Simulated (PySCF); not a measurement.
# MoF₃⁺: relaxation and vibrations of the triplet

The task is one start of a wider search on MoF₃⁺: the triplet, from a PBE0 minimum start. It is relaxed, tested by its Hessian and followed downhill if it is a saddle.

The runs use PySCF 2.14.0; PBE0, basis Mo def2-TZVP with ECP28, F def2-TZVP, scalar-relativistic core potentials, no spin–orbit coupling, density fitting.

## 1. The starting structure

4 atoms, charge 1, spin multiplicity 3.

Bond lengths: Mo1–F2 1.758 Å, Mo1–F3 1.780 Å, Mo1–F4 1.780 Å. Angles: F2–Mo1–F3 127.1°, F2–Mo1–F4 127.1°, F3–Mo1–F4 105.8°.

```xyz
4
charge 1 multiplicity 3
Mo   -0.0476    0.0000    0.0000
F    -1.8061    0.0000    0.0000
F     1.0257   -1.4197    0.0000
F     1.0257    1.4197    0.0000
```

## 2. First SCF at the start

The steps below are one call of a driver around PySCF. For each, scf.py gives the equivalent set-up of the SCF; relaxations use the driver's own optimiser. After this first run the driver tries any further starts and a stability analysis.

The input, scf.py:

```python
from pyscf import gto, scf, dft
mol = gto.M(atom='''
Mo    -0.047620     0.000000     0.000000
F     -1.806060    -0.000000     0.000000
F      1.025730    -1.419650     0.000000
F      1.025730     1.419650     0.000000''',
    basis={'Mo': 'def2-TZVP', 'F': 'def2-TZVP'},
    ecp={'Mo': 'def2-TZVP'},
    charge=1, spin=2)
mf = dft.UKS(mol, xc='PBE0')
mf.grids.atom_grid = (50, 194)
aux = {'Mo': 'def2-universal-JKFIT', 'F': 'def2-universal-JKFIT'}
mf = mf.density_fit(auxbasis=aux)
mf.conv_tol = 1e-08
mf.diis_space = 10
mf.max_cycle = 60
mf.init_guess = 'minao'
mf.verbose = 4
mf.kernel()
```

The run is started by

```console
$ OMP_NUM_THREADS=4 python axn.py task.json out
```

After this run come: PBE0 minimum start, triplet: relaxation; Hessian and properties.

What does the calculation give? Wanted: minimum; geometry; wavenumbers; dipole moment; highest occupied, lowest empty level; polar-tensor charge of Mo1; zero-point energy; ⟨S²⟩.

The runs gave:

```
                                          quantity                                                               value
                                           minimum                                                        triplet, C2v
                                          geometry  Mo–F 1.758 Å, Mo–F 1.780 Å (×2); F–Mo–F 105.8°, F–Mo–F 127.1° (×2)
                                wavenumbers (cm⁻¹)            71 (b2), 72 (b1), 197 (a1), 734 (b2), 789 (a1), 846 (a1)
                    dipole moment (centre of mass)                                                              1.02 D
highest occupied, lowest empty level (either spin)                                                   -15.26, -11.81 eV
                        polar-tensor charge of Mo1                                                             +2.77 e
                                 zero-point energy                                                         16.2 kJ/mol
                               entropy at 298.15 K                                                     328.6 J/(mol K)
                                              ⟨S²⟩                                                               2.007
```

The PBE0 minimum start keeps its C2v symmetry and ends in a minimum. In the infrared the band at 846 cm⁻¹ (a1, stretch) leads. Most of the spin sits on Mo1 (Mulliken spin 1.95, against 2 for the whole molecule). Only this shape and spin were tried, so other structures or states may lie lower. One determinant may miss the lowest occupation of an open d or f shell.
